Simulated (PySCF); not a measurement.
# C5H10BNO: the cost of one run

The runs use PySCF 2.14.0, with density-fitted response routines of our own; the level of theory stands in each step. All values are computed, except where a source is named. Atoms are numbered from 0 throughout.

## (1) Starting geometry

18 atoms, charge 0, multiplicity 1; geometry from: GFN2-xTB.

Bonds of the start (Å): C0–C1 1.32, C1–B2 1.60, B2–N3 1.60, N3–C4 1.15, C4–C5 1.43, B2–O6 1.43, O6–C7 1.39, C0–H8 1.08, C0–H9 1.08, C1–H10 1.09, B2–H11 1.20, C5–H12 1.09, C5–H13 1.09, C5–H14 1.09, C7–H15 1.09, C7–H16 1.10, C7–H17 1.10.

## (2) TDDFT and polarisability: CAM-B3LYP/def2-SVPD

What the job is given:

```
{"job": {"kind": "uv", "xc": "CAM-B3LYP", "basis": "def2-SVPD", "nstates": 8, "ntriplets": 3}, "charge": 0, "multiplicity": 1}
C     -2.073834     2.036657    -0.473568
C     -1.177556     1.620849     0.404210
B     -0.694099     0.101118     0.554709
N      0.879314     0.205339     0.291138
C      1.838927     0.111852    -0.332443
C      3.038710     0.003218    -1.101790
O     -1.141882    -0.748446    -0.510832
C     -1.075229    -2.127713    -0.341794
H     -2.510276     1.347181    -1.176855
H     -2.417753     3.060342    -0.529896
H     -0.761241     2.341909     1.101958
H     -0.766859    -0.344592     1.662147
H      2.781100    -0.245841    -2.131639
H      3.677824    -0.777882    -0.689143
H      3.573034     0.952921    -1.084755
H     -1.607736    -2.596168    -1.173729
H     -0.034425    -2.488612    -0.345946
H     -1.536776    -2.445815     0.601810
```

Method: TDDFT CAM-B3LYP/def2-SVPD, vertical, gas phase, core orbitals frozen in the response.

Run with:

```console
OMP_NUM_THREADS=1 python probes_run.py task.json out
```

The driver reads the jobs from task.json and runs them one after another.

Q: Estimate the wall time and peak memory of this job on 1 thread of Arm Neoverse V1, shared host.

About 2.6 min, with a peak of 1.1 GiB.
